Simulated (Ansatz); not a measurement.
# AlH7NPSi: a ladder of functionals and wavefunction methods

Aim: compute AlH7NPSi with functionals from several rungs and with coupled cluster, and see how far each lands from CCSD(T) at the basis-set limit for the atomisation energy.

Program: Ansatz 0.2.0, Gaussian basis. Level of theory: functionals in def2-TZVPP, the program's frozen cores in correlated methods. These are calculated values, not measurements.

Plan: LDA (SPW92), PBE-D4, revPBE-D4, BLYP-D4, r2SCAN-D4, B97M-V, PBE0-D4, B3LYP-D4, r2SCANh-D4, r2SCAN0-D4, HSE06-D4, BHLYP-D4, CAM-B3LYP-D4, LC-ωPBE, ωB97X-V, ωB97M-V, B2PLYP, PBE-QIDH; CCSD(T)/def2-SVP; CCSD(T)/def2-TZVPP; MP2/def2-QZVPP; extrapolation to the limit; RPA on PBE.

### 1 The relaxed structure

The geometry comes from an earlier relaxation with PBE0-D4 in a triple-zeta def2 set; it is a stationary point, not always the lowest conformer.

SMILES `[AlH2][NH]P[SiH3]`, 11 atoms, charge 0, spin multiplicity 1.

Atoms are counted from 1 here; the program's logs count them from 0.

Bond lengths: Al1–N2 1.786 Å, Al1–H5 1.578 Å, Al1–H6 1.583 Å, N2–P3 1.716 Å, N2–H7 1.012 Å, P3–Si4 2.257 Å, P3–H8 1.428 Å, Si4–H9 1.492 Å, Si4–H10 1.487 Å, Si4–H11 1.488 Å. Angles: N2–Al1–H5 118.2°, N2–Al1–H6 116.2°, H5–Al1–H6 125.6°, Al1–N2–P3 124.6°, Al1–N2–H7 119.3°, P3–N2–H7 116.1°, N2–P3–Si4 101.4°, N2–P3–H8 101.8°, Si4–P3–H8 93.5°, P3–Si4–H9 111.5°, P3–Si4–H10 109.0°, P3–Si4–H11 109.6°, H9–Si4–H10 108.1°, H9–Si4–H11 109.2°, H10–Si4–H11 109.4°.

Coordinates:

```tsv
atom	x (Å)	y (Å)	z (Å)
Al1	1.0528	2.3406	0.1752
N2	0.4803	0.6922	0.5565
P3	0.8645	-0.7092	-0.3571
Si4	-1.1638	-1.6765	-0.5642
H5	2.0070	2.5296	-1.0669
H6	0.5428	3.4947	1.1304
H7	-0.1367	0.5533	1.3466
H8	1.2897	-1.6149	0.6611
H9	-1.9201	-1.6405	0.7212
H10	-1.9512	-0.9358	-1.5852
H11	-0.9999	-3.0907	-0.9971
```

### 2 LDA

This LDA is Slater exchange with PW92 correlation.

File in.yaml:

```yaml
crystal:
  periodic: [false, false, false]
  atoms:
    - {symbol: Al, position_ang: [1.052829, 2.340627, 0.175188]}
    - {symbol: N, position_ang: [0.480331, 0.692193, 0.556473]}
    - {symbol: P, position_ang: [0.864539, -0.709215, -0.357068]}
    - {symbol: Si, position_ang: [-1.163752, -1.676514, -0.564175]}
    - {symbol: H, position_ang: [2.006957, 2.529630, -1.066884]}
    - {symbol: H, position_ang: [0.542764, 3.494717, 1.130390]}
    - {symbol: H, position_ang: [-0.136660, 0.553333, 1.346591]}
    - {symbol: H, position_ang: [1.289711, -1.614912, 0.661129]}
    - {symbol: H, position_ang: [-1.920062, -1.640465, 0.721208]}
    - {symbol: H, position_ang: [-1.951171, -0.935771, -1.585175]}
    - {symbol: H, position_ang: [-0.999887, -3.090723, -0.997075]}
basis:
  gaussian: {orbitals: def2-TZVPP}
hamiltonian: {xc: lda}
output: {orbitals: {seedname: orbitals}}
```

Launch:

```sh
> ansatz run in.yaml --threads 4 --pin off --events-out ev --progress --plain --max-ram 10444MiB
```

After this run come: PBE-D4 (GGA); revPBE-D4 (GGA); BLYP-D4 (GGA); r2SCAN-D4 (meta-GGA); B97M-V (meta-GGA); PBE0-D4 (hybrid); B3LYP-D4 (hybrid); r2SCANh-D4 (hybrid); r2SCAN0-D4 (hybrid); HSE06-D4 (hybrid); BHLYP-D4 (hybrid); CAM-B3LYP-D4 (range-separated); LC-ωPBE (range-separated); ωB97X-V (range-separated); ωB97M-V (range-separated); B2PLYP (double hybrid); PBE-QIDH (double hybrid); CCSD(T) in def2-SVP; CCSD(T) in def2-TZVPP; MP2 in def2-QZVPP; RPA on PBE orbitals.

Q: Predict the results of all the runs planned. Wanted: atomisation energy, CCSD(T)/CBS; farthest beyond LDA; mean size of error, GGA; mean size of error, meta-GGA; mean size of error, hybrid; mean size of error, range-separated; mean size of error, double hybrid; gap, smallest and largest; T1 diagnostic.

**Answer**, as computed:

| quantity | value |
| --- | --- |
| atomisation energy, CCSD(T)/CBS | 3176.2 kJ/mol |
| functionals within 15.9 kJ/mol (0.5 %) | PBE-D4, BLYP-D4, r2SCAN-D4, B3LYP-D4 |
| farthest beyond LDA | PBE-QIDH (-66.4 kJ/mol) |
| mean size of error, GGA | 24.4 kJ/mol |
| mean size of error, meta-GGA | 31.2 kJ/mol |
| mean size of error, hybrid | 38.2 kJ/mol |
| mean size of error, range-separated | 34.2 kJ/mol |
| mean size of error, double hybrid | 56.7 kJ/mol |
| gap, smallest and largest | 4.00 eV (LDA (SPW92)), 10.51 eV (LC-ωPBE) |
| T1 diagnostic | 0.0134 |
| triples share of the correlation energy | 3.8 % |

What this shows: The LDA atomisation energy is off by 378.6 kJ/mol (12 %): it overbinds. PBE-D4 is off by -9.5 kJ/mol. Double hybrids carry the basis error of their MP2 part in triple zeta, and no dispersion term here, so their miss is partly the set-up's. By mean error the best rung here is GGA (24.4 kJ/mol) and the worst beyond LDA is double hybrid (56.7 kJ/mol). The gap between the best rungs is small, so their order is not settled. The reference freezes the cores and leaves out relativity and excitations past (T), so misses under about 15.9 kJ/mol can't be ranked. Hartree-Fock recovers 71 % of the binding; the rest is correlation. CCSD(T) in def2-SVP is off by -271.2 kJ/mol, so the small basis spoils what the method gains. The gap grows from 4.0 to 10.5 eV across the functionals, mostly with the share of exact exchange.
